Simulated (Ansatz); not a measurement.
# Molecular dynamics of Li

Input:

```yaml
crystal:
  lattice:
    - [7.312873, 0.0, 0.0]
    - [0.0, 7.312873, 0.0]
    - [0.0, 0.0, 7.312873]
  atoms:
    - { symbol: Li, position: [-0.07637098, 0.10026928, 0.07337096] }
    - { symbol: Li, position: [0.44688961, 0.11758205, 0.11451622] }
    - { symbol: Li, position: [0.05184578, 0.64874598, -0.06256608] }
    - { symbol: Li, position: [0.18104489, -0.00355837, 0.36837001] }
    - { symbol: Li, position: [0.25482492, 0.26086951, 0.02793279] }
    - { symbol: Li, position: [0.48813516, 0.42863853, -0.03834218] }
    - { symbol: Li, position: [0.62976708, 0.20232607, 0.47561237] }
    - { symbol: Li, position: [0.87793771, 0.52129299, 0.23679031] }
    - { symbol: Li, position: [0.05952084, 0.73616303, 0.59485546] }
    - { symbol: Li, position: [0.3457941, 0.58750655, 0.2691626] }
    - { symbol: Li, position: [0.22624195, 0.31188128, 0.54212218] }
    - { symbol: Li, position: [0.57575538, 0.64468614, 0.59399528] }
    - { symbol: Li, position: [0.71576118, 0.8751319, 0.38785634] }
    - { symbol: Li, position: [0.81472418, 0.34979386, 0.73269188] }
    - { symbol: Li, position: [0.35561104, 0.89873898, 0.77680708] }
    - { symbol: Li, position: [0.65435705, 0.86870132, 0.95435594] }
basis:
  ecutwfc: 420.0
kpoints:
  mp_grid: { grid: [2, 2, 2] }
hamiltonian:
  xc: pbesol
scf:
  occupations: { method: fermi_dirac, width: 0.16 }
  lower_state_search: "off"
md:
  timestep: 1
  n_steps: 389
  ensemble: nvt_langevin
  temperature: 1440.0
  initial_velocities: maxwell_boltzmann
  seed: 412973
  friction: 0.02
  temperature_schedule:
    - { n_steps: 292, end_temperature: 300.0 }
    - { n_steps: 97, end_temperature: 300.0 }
```

Launched with:

```bash
$ ansatz run input.yaml --threads 1 --pin off --max-ram 3072MiB --backend cpu --events-out ev --progress --plain --runs-dir out
```

It goes on from the last frame of an earlier run, with new velocities.

Output, in part (step lines):

```
md step     0: t =     0.00 fs  T =  1350.0 K (target 1440.0 K)  F+E_penalty+E_count = -3243.74732731 eV  E_kin = 2.792016 eV  (7 SCF iters)
md step     1: t =     1.00 fs  T =  1414.3 K (target 1438.0 K)  F+E_penalty+E_count = -3243.76997442 eV  E_kin = 2.924986 eV  (6 SCF iters)
md step     2: t =     2.00 fs  T =  1494.9 K (target 1434.1 K)  F+E_penalty+E_count = -3243.80547595 eV  E_kin = 3.091598 eV  (6 SCF iters)
md step     3: t =     3.00 fs  T =  1488.1 K (target 1430.2 K)  F+E_penalty+E_count = -3243.85806924 eV  E_kin = 3.077649 eV  (6 SCF iters)
md step     4: t =     4.00 fs  T =  1418.4 K (target 1426.3 K)  F+E_penalty+E_count = -3243.92811401 eV  E_kin = 2.933377 eV  (6 SCF iters)
md step     5: t =     5.00 fs  T =  1451.3 K (target 1422.4 K)  F+E_penalty+E_count = -3244.00661441 eV  E_kin = 3.001597 eV  (5 SCF iters)
md step     6: t =     6.00 fs  T =  1555.2 K (target 1418.5 K)  F+E_penalty+E_count = -3244.09692387 eV  E_kin = 3.216402 eV  (5 SCF iters)
md step     7: t =     7.00 fs  T =  1578.0 K (target 1414.6 K)  F+E_penalty+E_count = -3244.18617168 eV  E_kin = 3.263650 eV  (5 SCF iters)
[... lines left out ...]
md step   388: t =   388.00 fs  T =   305.6 K (target 300.0 K)  F+E_penalty+E_count = -3246.24325940 eV  E_kin = 0.632016 eV  (4 SCF iters)
md step   389: t =   389.00 fs  T =   284.8 K (target 300.0 K)  F+E_penalty+E_count = -3246.24854800 eV  E_kin = 0.588960 eV  (6 SCF iters)
```

The steps, from the saved trajectory:

```
time (fs)  T (K)  potential energy less start (eV)
      0.0   1350                             0.000
     13.0   1721                            -0.766
     26.0   1178                            -0.227
     39.0   1414                            -0.030
     52.0   1286                            -0.613
     65.0   1695                            -0.678
     78.0   1440                            -0.170
     91.0   1511                             0.162
    104.0   1534                            -0.200
    117.0   1291                            -0.416
    130.0   1313                            -0.336
    143.0   1266                             0.123
    156.0   1144                            -0.205
    169.0   1124                            -0.778
    182.0   1281                            -0.938
    195.0   1251                            -1.149
    208.0   1031                            -1.017
    221.0   1079                            -1.650
    234.0    949                            -1.944
    247.0    899                            -2.273
    260.0    649                            -2.243
    273.0    575                            -2.132
    286.0    451                            -2.258
    299.0    381                            -2.361
    312.0    520                            -2.623
    325.0    641                            -2.845
    338.0    531                            -2.688
    351.0    392                            -2.535
    364.0    413                            -2.556
    377.0    333                            -2.467
```

All steps were run. The schedule's set-point averaged 395 K over the second half and the system 637 K, so it lags behind the ramp. A run of 0.39 ps of so small a system gives no equilibrium averages. Limits of this set-up: coarse k mesh.

Mean squared displacements from the first frame to the last, about the centre of mass: Li 3.77 Å².

Last frame:

```xyz
16
Lattice="7.3129 0.0000 0.0000 0.0000 7.3129 0.0000 0.0000 0.0000 7.3129" Properties=species:S:1:pos:R:3
Li -1.214 1.380 -0.685
Li 3.171 -1.457 -1.770
Li 0.407 6.329 -2.423
Li 0.982 -0.377 1.170
Li 1.312 4.132 0.048
Li 3.138 1.403 -1.296
Li 5.124 -0.013 3.974
Li 6.795 1.954 2.160
Li -1.139 4.748 2.781
Li 4.326 2.679 1.823
Li 2.497 1.192 3.287
Li 5.139 3.775 4.816
Li 4.713 6.945 1.169
Li 8.037 3.382 4.552
Li 2.925 5.085 2.664
Li 5.993 4.485 7.300
```

Run time: 28 min on 1 thread of Arm Neoverse V1 (shared host), peak memory 0.54 GiB.
